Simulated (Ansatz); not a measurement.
**Sn(OAc)Me3 (C₅H₁₂O₂Sn): the relaxed shape and its frontier levels**

Aim: characterise Sn(OAc)Me3 (C₅H₁₂O₂Sn) as a singlet: its structure, frontier levels and distribution of charge.

Computed with Ansatz 0.2.0, Gaussian basis. Level: RKS PBE0-D4/def2-TZVP.

Plan: relaxation at r2SCAN-D4/def2-SVP; a single point at PBE0-D4/def2-TZVP.

2 further runs of the same task are left out: 2 set aside as unsound or not needed.

## (1) Where the work starts

20 atoms, charge 0, spin multiplicity 1.

Atoms are counted from 1 here; the program's logs count them from 0.

Bond lengths: Sn1–O2 2.156 Å, Sn1–C9 2.205 Å, Sn1–C13 2.205 Å, Sn1–C17 2.201 Å, O2–C3 1.288 Å, C3–C4 1.509 Å, C3–O5 1.216 Å, C4–H6 1.085 Å, C4–H7 1.087 Å, C4–H8 1.087 Å, C9–H10 1.084 Å, C9–H11 1.084 Å, C9–H12 1.085 Å, C13–H14 1.084 Å, C13–H15 1.084 Å, C13–H16 1.085 Å, C17–H18 1.084 Å, C17–H19 1.085 Å and more. Angles: O2–Sn1–C9 104.5°, O2–Sn1–C13 104.5°, O2–Sn1–C17 94.2°, C9–Sn1–C13 118.9°, C9–Sn1–C17 114.9°, C13–Sn1–C17 115.0°, Sn1–O2–C3 110.5°, O2–C3–C4 114.6°, O2–C3–O5 122.6°, C4–C3–O5 122.8°, C3–C4–H6 110.0°, C3–C4–H7 108.9°, C3–C4–H8 109.1°, H6–C4–H7 110.2°, H6–C4–H8 110.3°, H7–C4–H8 108.2°, Sn1–C9–H10 108.6°, Sn1–C9–H11 109.8° and more.

Sn takes a core potential in the def2 sets. No spin-orbit coupling is included.

The start is a GFN2-xTB geometry.

## (2) Optimising with r2SCAN-D4/def2-SVP

Input file in.yaml:

```yaml
crystal:
  periodic: [false, false, false]
  atoms:
    - {symbol: Sn, position_ang: [-0.146560, -0.258410, -0.955500]}
    - {symbol: O, position_ang: [-0.251420, -0.409830, 1.192650]}
    - {symbol: C, position_ang: [0.333970, 0.595700, 1.744710]}
    - {symbol: C, position_ang: [0.317090, 0.580590, 3.253130]}
    - {symbol: O, position_ang: [0.860670, 1.482780, 1.100870]}
    - {symbol: H, position_ang: [0.807100, 1.468500, 3.639410]}
    - {symbol: H, position_ang: [0.828730, -0.312450, 3.602930]}
    - {symbol: H, position_ang: [-0.713310, 0.538520, 3.596270]}
    - {symbol: C, position_ang: [2.009720, -0.337080, -1.410880]}
    - {symbol: H, position_ang: [2.457050, 0.609050, -1.129290]}
    - {symbol: H, position_ang: [2.154550, -0.519000, -2.469710]}
    - {symbol: H, position_ang: [2.463260, -1.138250, -0.836280]}
    - {symbol: C, position_ang: [-1.272320, 1.575250, -1.436890]}
    - {symbol: H, position_ang: [-1.476060, 1.615640, -2.500870]}
    - {symbol: H, position_ang: [-0.677150, 2.429980, -1.137480]}
    - {symbol: H, position_ang: [-2.206560, 1.572130, -0.884850]}
    - {symbol: C, position_ang: [-1.236530, -2.138580, -1.302220]}
    - {symbol: H, position_ang: [-2.204910, -2.090750, -0.816360]}
    - {symbol: H, position_ang: [-0.673140, -2.965920, -0.884540]}
    - {symbol: H, position_ang: [-1.374170, -2.297870, -2.365100]}
basis:
  gaussian: {orbitals: def2-SVP}
hamiltonian: {xc: r2scan, dispersion: d4}
scf: {lower_state_search: "off"}
output: {orbitals: {seedname: orbitals}}
relax: {f_tol: 0.02, max_steps: 100}
```

Command:

```
> ansatz run in.yaml --threads 4 --pin off --events-out ev --progress --plain --max-ram 4787MiB
```

After this run come: Single point, PBE0-D4/def2-TZVP.

**Question.** What will the summary of the whole plan be? Wanted: point group; commonest bond, hydrogen aside; HOMO, LUMO at PBE0-D4/def2-TZVP; dipole at r2SCAN-D4/def2-SVP.

**Answer**, as computed:

| quantity | value |
| --- | --- |
| point group | Cs |
| commonest bond, hydrogen aside | C–Sn, 3 of mean length 2.150 Å |
| HOMO, LUMO at PBE0-D4/def2-TZVP | -7.51, 0.29 eV |
| dipole at r2SCAN-D4/def2-SVP | 1.29 D |

**Reading.** The molecule keeps its bonding pattern by the stored test; the atoms moved 0.15 Å (rms). No usable vibrations, so a minimum isn't proven. The HOMO lies nearest to O5 47 %; C17 12 % and the LUMO to Sn1 13 %; H11, H14, H20 about 12 % each. The point group is read from a loosely relaxed geometry; soft torsions can leave it below the true symmetry.
